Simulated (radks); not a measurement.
# Exchange and kinetic functionals tested on atomic densities: Sb, Lu⁺, H, Re, Mo, Cl²⁺

An exercise on one series of results from a longer session: the logs are not shown, and one member is left open.

Program: radks (a radial shooting solver on a logarithmic mesh, Libxc functionals) version 1. Level of theory: non-relativistic Kohn-Sham, PBE, spin-polarised, spherical densities, point nucleus; open shells are filled with parallel spins first. These are calculated values, not measurements, unless marked.

### The atom as given

| Quantity | Value |
| --- | --- |
| species | Sb ([Kr] 4d10 5s2 5p3), Lu⁺ ([Xe] 4f14 6s2), H (1s1), Re ([Xe] 4f14 5d5 6s2), Mo ([Kr] 4d5 5s1), Cl²⁺ ([Ne] 3s2 3p3) |

The first run:

Settings of this run:

```text
Z 51
configuration [Kr] 4d10 5s2 5p3
relativity non-relativistic
functional pbe,pbe
spin polarised
nucleus point
```

Steps of the session up to this table: Sb, [Kr] 4d10 5s2 5p3.

One table of the session follows, with a row left open; its other results are not shown here.

It belongs to the step «Sb, [Kr] 4d10 5s2 5p3». Radial moments (bohr):

```
  level     <r>  outermost maximum (interpolated)  90 % within  nodes
  4p up  0.8656                             0.774         1.27      2
4p down       ?                                 ?            ?      ?
  4d up   1.025                             0.843         1.58      1
4d down   1.018                             0.843         1.57      1
  5s up   2.326                              1.99         3.42      4
5s down   2.311                              1.96         3.43      4
  5p up   2.893                              2.38         4.37      3
5p down   2.982                              2.35         4.59      3
```

**Question.** Estimate the row for 4p down.

**Answer.** <r>: 0.8649; outermost maximum (interpolated): 0.774; 90 % within: 1.27; nodes: 2. In the column «<r>» it is the lowest.
